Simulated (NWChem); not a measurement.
# the pair BH2SCl···GeH3F, step by step

We compute a single-point energy (singlet BGeH5SClF, TPSS-D3(BJ)/STO-3G), then the energy (singlet BH2SCl, TPSS-D3(BJ)/STO-3G), then a single-point energy (singlet GeH3F, TPSS-D3(BJ)/STO-3G), then the energy (singlet BH2SCl, TPSS-D3(BJ)/STO-3G), then the energy (singlet GeH3F, TPSS-D3(BJ)/STO-3G) of BClFGeH5S and its partners. 

The results are computed with NWChem 7.3.0.

## 1. The system as given

BGeH5SClF: 10 atoms, total charge 0, spin state singlet. The two molecules were placed rigidly side by side, at 1 times their contact distance; the pair isn't optimised.

Bond lengths: S1–B2 1.779 Å, B2–Cl3 1.745 Å, F6–Ge7 1.742 Å, S1–H4 1.343 Å, B2–H5 1.189 Å, Ge7–H8 1.533 Å, Ge7–H9 1.533 Å, Ge7–H10 1.533 Å. Angles: S1–B2–Cl3 118.6°, S1–B2–H5 122.1°, Cl3–B2–H5 119.3°, B2–S1–H4 96.0°, F6–Ge7–H8 106.2°, F6–Ge7–H9 106.2°, F6–Ge7–H10 106.3°, H8–Ge7–H9 112.5°, H8–Ge7–H10 112.5°, H9–Ge7–H10 112.5°.

## 2. A single-point energy at TPSS-D3(BJ)/STO-3G (run 1)

bclfgeh5s.nw

```
start bclfgeh5s
title "BClFGeH5S"
memory total 2200 mb

geometry noautosym nocenter noautoz
S    -1.304480    0.005980   -0.315240
B     0.392920   -0.203020    0.172960
Cl    0.878720   -1.724120    0.877160
H    -1.167580    1.262980   -0.768840
H     1.200420    0.658180    0.033960
F    -6.289230   -0.080170   -0.706470
Ge   -5.049880    1.127830   -0.509750
H    -4.521000    0.970670    0.920800
H    -3.981790    0.822550   -1.566630
H    -5.730820    2.482500   -0.737920
end

basis spherical bse
S library STO-3G
B library STO-3G
Cl library STO-3G
H library STO-3G
F library STO-3G
Ge library STO-3G
end

dft
xc xtpss03 ctpss03
disp vdw 4
grid fine
convergence energy 1e-08
maxiter 100
mulliken
print low
end

task dft energy
```

On the command line:

```bash
$ nwchem bclfgeh5s.nw > bclfgeh5s.out
```

Standard output:

```text
[...]
 d= 0,ls=0.0,diis     1  -3027.8479974571 -3.45D+03  8.32D-02  8.35D-01     1.0
[...]
 d= 0,ls=0.5,diis    40  -3028.0696485809 -7.13D-09  2.91D-06  6.40D-09    29.1
         Total DFT energy =    -3028.069648585618
      One electron energy =    -5067.993719712220
           Coulomb energy =     1769.367053394424
    Exchange-Corr. energy =     -150.299538925037
 Nuclear repulsion energy =      420.865910619053
    Dispersion correction =       -0.009353961838
[...]
      Total Density - Mulliken Population Analysis
     ---------------------------------------------
    Atom       Charge   Shell Charges
 -----------   ------   -------------------------------------------------------
    1 S   16    15.86   2.00  2.00  5.95  1.88  4.04
    2 B    5     4.94   1.99  0.98  1.97
    3 Cl  17    17.18   2.00  2.00  5.98  1.97  5.23
    4 H    1     0.99   0.99
    5 H    1     1.04   1.04
    6 F    9     9.19   2.00  1.97  5.22
    7 Ge  32    31.52   2.00  2.00  6.00  2.00  5.93  1.27  2.52  9.81
    8 H    1     1.09   1.09
    9 H    1     1.10   1.10
   10 H    1     1.09   1.09
[...]
```

Run time: 31 s. Hardware: 1 thread of Intel Xeon Platinum 8488C (Sapphire Rapids), shared host; peak memory 0.13 GiB.

## 3. BH2SCl: the energy at TPSS-D3(BJ)/STO-3G (run 2)

input.nw

```
start input
title "BClH2S"
memory 2200 mb
charge 0

geometry noautosym nocenter noautoz
S    -1.304480    0.005980   -0.315240
B     0.392920   -0.203020    0.172960
Cl    0.878720   -1.724120    0.877160
H    -1.167580    1.262980   -0.768840
H     1.200420    0.658180    0.033960
end

basis spherical bse
S library STO-3G
B library STO-3G
Cl library STO-3G
H library STO-3G
end

dft
xc xtpss03 ctpss03
disp vdw 4
grid fine
convergence energy 1e-08
maxiter 100
mulliken
noprint "final vectors analysis"
end

task dft energy
```

On the command line:

```bash
$ nwchem input.nw > input.out
```

Standard output:

```text
[...]
          Wavefunction type:  closed shell.
          No. of atoms     :     5
          No. of electrons :    40
[...]
          Charge           :     0
          Spin multiplicity:     1
[...]
          AO basis - number of functions:    25
[...]
              XC Information
              --------------
                  TPSS metaGGA Exchange Functional  1.000
             TPSS03 metaGGA Correlation Functional  1.000
[...]
 d= 0,ls=0.0,diis     1   -874.7394703450 -9.91D+02  8.78D-02  4.32D-01     0.3
[...]
 d= 0,ls=0.0,diis     8   -874.8369706246  2.02D-10  2.89D-06  2.37D-09     1.6
         Total DFT energy =     -874.836970624573
      One electron energy =    -1441.129051785794
           Coulomb energy =      509.163381599274
    Exchange-Corr. energy =      -58.845868175455
 Nuclear repulsion energy =      115.979439872563
    Dispersion correction =       -0.004872135161
[...]
      Total Density - Mulliken Population Analysis
     ---------------------------------------------
    Atom       Charge   Shell Charges
 -----------   ------   -------------------------------------------------------
    1 S   16    15.86   2.00  2.00  5.95  1.88  4.04
    2 B    5     4.94   1.99  0.98  1.97
    3 Cl  17    17.19   2.00  2.00  5.98  1.97  5.23
    4 H    1     0.99   0.99
    5 H    1     1.04   1.04
[...]
```

Run time: 2.3 s. Hardware: 1 thread of Intel Xeon Platinum 8488C (Sapphire Rapids), shared host; peak memory 0.12 GiB.

## 4. GeH3F: a single-point energy at TPSS-D3(BJ)/STO-3G (run 3)

m1.nw

```
start m1
title "FGeH3 energy"
memory stack 880 mb heap 220 mb global 1100 mb

geometry units atomic noautosym nocenter noautoz
 F  -11.88492223  -0.15149934  -1.33503482
 Ge  -9.54289016   2.13128982  -0.96328789
 H   -8.54345181   1.83430046   1.74005982
 H   -7.52449259   1.55439422  -2.96050164
 H  -10.82968027   4.69124510  -1.39446670
end

basis spherical bse
 F library STO-3G
 Ge library STO-3G
 H library STO-3G
end

dft
 xc xtpss03 ctpss03
 disp vdw 4
 grid fine
 convergence energy 1e-08
 maxiter 100
 mulliken
 noprint "final vectors analysis"
end

task dft energy
```

On the command line:

```bash
$ nwchem m1.nw > m1.out
```

Standard output:

```text
[...]
          Wavefunction type:  closed shell.
          No. of atoms     :     5
          No. of electrons :    44
[...]
          Charge           :     0
          Spin multiplicity:     1
[...]
          AO basis - number of functions:    26
[...]
              XC Information
              --------------
                  TPSS metaGGA Exchange Functional  1.000
             TPSS03 metaGGA Correlation Functional  1.000
[...]
 d= 0,ls=0.0,diis     1  -2153.1080689601 -2.28D+03  1.00D-01  4.02D-01     0.3
[...]
 d= 0,ls=0.0,diis     8  -2153.2315077665  3.27D-10  2.54D-06  2.74D-09     1.9
         Total DFT energy =    -2153.231507766508
      One electron energy =    -3270.810812592937
           Coulomb energy =     1082.337059306690
    Exchange-Corr. energy =      -91.454146410133
 Nuclear repulsion energy =      126.698728839649
    Dispersion correction =       -0.002336909778
[...]
      Total Density - Mulliken Population Analysis
     ---------------------------------------------
    Atom       Charge   Shell Charges
 -----------   ------   -------------------------------------------------------
    1 F    9     9.20   2.00  1.97  5.22
    2 Ge  32    31.52   2.00  2.00  6.00  2.00  5.93  1.27  2.52  9.81
    3 H    1     1.10   1.10
    4 H    1     1.10   1.10
    5 H    1     1.10   1.10
[...]
```

Run time: 2.5 s. Hardware: 1 thread of Intel Xeon Platinum 8488C (Sapphire Rapids), shared host; peak memory 0.12 GiB.

## 5. BH2SCl among ghost functions: a single-point energy at TPSS-D3(BJ)/STO-3G (with ghost functions) (run 4)

work.nw

```
start work
memory stack 880 mb heap 220 mb global 1100 mb

geometry noautosym nocenter noautoz
 S       -1.304480       0.005980      -0.315240
 B        0.392920      -0.203020       0.172960
 Cl       0.878720      -1.724120       0.877160
 H       -1.167580       1.262980      -0.768840
 H        1.200420       0.658180       0.033960
 bqF     -6.289230    -0.080170    -0.706470
 bqGe    -5.049880     1.127830    -0.509750
 bqH     -4.521000     0.970670     0.920800
 bqH     -3.981790     0.822550    -1.566630
 bqH     -5.730820     2.482500    -0.737920
end

basis spherical bse
 S library STO-3G
 B library STO-3G
 Cl library STO-3G
 H library STO-3G
 bqF library F STO-3G
 bqGe library Ge STO-3G
 bqH library H STO-3G
end

dft
 xc xtpss03 ctpss03
 disp vdw 4
 grid fine
 convergence energy 1e-08
 iterations 100
 mulliken
 noprint "final vectors analysis"
end

task dft energy
```

On the command line:

```bash
$ nwchem work.nw > work.out
```

Standard output:

```text
Northwest Computational Chemistry Package (NWChem) 7.3.0
             --------------------------------------------------------

           Job information
           ---------------

    nwchem branch   = 7.3.0
    use scalapack   = T
    input           = work.nw
    prefix          = work.
    data base       = ./work.db
    status          = startup
    nproc           =        1

           Memory information
           ------------------

    heap     =     28835834 doubles =      220.0 Mbytes
    stack    =    115343359 doubles =      880.0 Mbytes
    global   =    144179200 doubles =     1100.0 Mbytes (distinct from heap & stack)
    total    =    288358393 doubles =     2200.0 Mbytes
    verify   = yes
    hardfail = no

           Directory information
           ---------------------

  0 permanent = .
  0 scratch   = .

                                NWChem Input Module
                                -------------------

 Scaling coordinates for geometry "geometry" by  1.889725989
 (inverse scale =  0.529177249)

[... 221 lines left out ...]
 1-e energy   =   -1442.931351
[... 95 lines left out ...]
  Singularity in Pulay matrix. Error and Fock matrices removed.
[... 57 lines left out ...]
  Singularity in Pulay matrix. Error and Fock matrices removed.
[... 47 lines left out ...]
  Singularity in Pulay matrix. Error and Fock matrices removed.
[... 47 lines left out ...]
  Singularity in Pulay matrix. Error and Fock matrices removed.
[... 47 lines left out ...]
  Singularity in Pulay matrix. Error and Fock matrices removed.
[... 47 lines left out ...]
  Singularity in Pulay matrix. Error and Fock matrices removed.
[... 47 lines left out ...]
  Singularity in Pulay matrix. Error and Fock matrices removed.
[... 7 lines left out ...]
  Singularity in Pulay matrix. Error and Fock matrices removed.
[... 3 lines left out ...]
  Singularity in Pulay matrix. Error and Fock matrices removed.
[... 3 lines left out ...]
  Singularity in Pulay matrix. Error and Fock matrices removed.
[... 3 lines left out ...]
  Singularity in Pulay matrix. Error and Fock matrices removed.
[... 3 lines left out ...]
  Singularity in Pulay matrix. Error and Fock matrices removed.
[... 2 lines left out ...]
      Calculation failed to converge
[... 6 lines left out ...]
 Nuclear repulsion energy =      115.979439872563
[... 41 lines left out ...]
     Multipole analysis of the density
     ---------------------------------

     L   x y z        total         alpha         beta         nuclear
     -   - - -        -----         -----         ----         -------
     0   0 0 0     -0.000000    -20.000000    -20.000000     40.000000

     1   1 0 0     17.217742     12.327852     12.327852     -7.437961
[... 8 lines of this table left out ...]
     2   0 0 2     -5.162217    -30.099424    -30.099424     55.036631

 ------------------------------------------------------------------------
 dft energy failed                                                                                  0
 ------------------------------------------------------------------------
 ------------------------------------------------------------------------
  current input line :
    37: task dft energy
 ------------------------------------------------------------------------
 ------------------------------------------------------------------------
 This type of error is most commonly associated with calculations not reaching convergence criteria
 ------------------------------------------------------------------------

0:dft energy failed:Received an Error in Communication
  Errorcode: -1
```

Run time: 70 s. Hardware: 1 thread of Intel Xeon Platinum 8488C (Sapphire Rapids), shared host; peak memory 0.12 GiB.

No converged result was reached.

## 6. GeH3F among ghost functions: a single-point energy at TPSS-D3(BJ)/STO-3G (with ghost functions) (run 5)

mymol.nw

```
echo
start mymol
title "FGeH3 energy"
memory total 2200 mb
geometry units au noautosym nocenter noautoz
  F  -11.88492223 -0.15149934 -1.33503482
  Ge -9.54289016  2.13128982 -0.96328789
  H  -8.54345181  1.83430046  1.74005982
  H  -7.52449259  1.55439422 -2.96050164
  H  -10.82968027  4.69124510 -1.39446670
  bqS     -2.465110     0.011301    -0.595717
  bqB      0.742511    -0.383652     0.326847
  bqCl     1.660540    -3.258115     1.657592
  bqH     -2.206406     2.386686    -1.452897
  bqH      2.268465     1.243780     0.064175
end
basis spherical bse
  F library STO-3G
  Ge library STO-3G
  H library STO-3G
  bqS library S STO-3G
  bqB library B STO-3G
  bqCl library Cl STO-3G
  bqH library H STO-3G
end
dft
  xc xtpss03 ctpss03
  disp vdw 4
  grid fine
  convergence energy 1e-08
  maxiter 100
  mulliken
  print low
end
task dft energy
```

On the command line:

```bash
$ nwchem mymol.nw > mymol.out
```

Standard output:

```text
[...]
 d= 0,ls=0.0,diis     1  -2153.1082664971 -2.28D+03  5.12D-02  4.02D-01     1.6
[...]
 d= 0,ls=0.0,diis     8  -2153.2317286608  3.22D-10  1.29D-06  2.73D-09     6.9
         Total DFT energy =    -2153.231728660778
      One electron energy =    -3270.799644439172
           Coulomb energy =     1082.325006498883
    Exchange-Corr. energy =      -91.453482650360
 Nuclear repulsion energy =      126.698728839649
    Dispersion correction =       -0.002336909778
[...]
      Total Density - Mulliken Population Analysis
     ---------------------------------------------
    Atom       Charge   Shell Charges
 -----------   ------   -------------------------------------------------------
    1 F    9     9.20   2.00  1.97  5.22
    2 Ge  32    31.52   2.00  2.00  6.00  2.00  5.93  1.27  2.52  9.81
    3 H    1     1.09   1.09
    4 H    1     1.09   1.09
    5 H    1     1.09   1.09
    6 X    0     0.00   0.00  0.00 -0.00  0.00  0.00
    7 X    0     0.00   0.00  0.00  0.00
    8 X    0     0.00   0.00  0.00 -0.00  0.00  0.00
    9 X    0     0.00   0.00
   10 X    0     0.00   0.00
[...]
```

It took 8.1 s on 1 thread of Intel Xeon Platinum 8488C (Sapphire Rapids), shared host; peak memory 0.13 GiB.

## 7. Results

```
                                                                                                     quantity                      value
                                                                      run 1, TPSS-D3(BJ)/STO-3G: total energy             -3028.06965 Eh
                                                                 run 1, TPSS-D3(BJ)/STO-3G: dispersion energy              -24.56 kJ/mol
                                                                                         BH2SCl: total energy              -874.83697 Eh
                                                                                        BH2SCl: dipole moment                     2.54 D
                                                                                    BH2SCl: dispersion energy              -12.79 kJ/mol
                                                                                          GeH3F: total energy             -2153.23151 Eh
                                                                                         GeH3F: dipole moment                     0.69 D
                                                                                     GeH3F: dispersion energy               -6.14 kJ/mol
                                                                    GeH3F among ghost functions: total energy             -2153.23173 Eh
                                                               GeH3F among ghost functions: dispersion energy               -6.14 kJ/mol
                                                                                 BH2SCl among ghost functions  no result (not converged)
interaction energy of the rigid parts BH2SCl and GeH3F (parts in their own basis; closest atoms 2.96 Å apart)                  -0.032 eV
```

The interaction energy of the rigid parts BH2SCl and GeH3F (parts in their own basis; closest atoms 2.96 Å apart) is −0.03 eV (−3.1 kJ/mol): the parts attract. Without counterpoise this holds the superposition error of the basis. Mulliken charges (run 1, TPSS-D3(BJ)/STO-3G) run from -0.19 on F6 to +0.48 on Ge7. Mulliken charges (BH2SCl) run from -0.19 on Cl3 to +0.14 on S1. 1 of the 5 runs did not end normally.
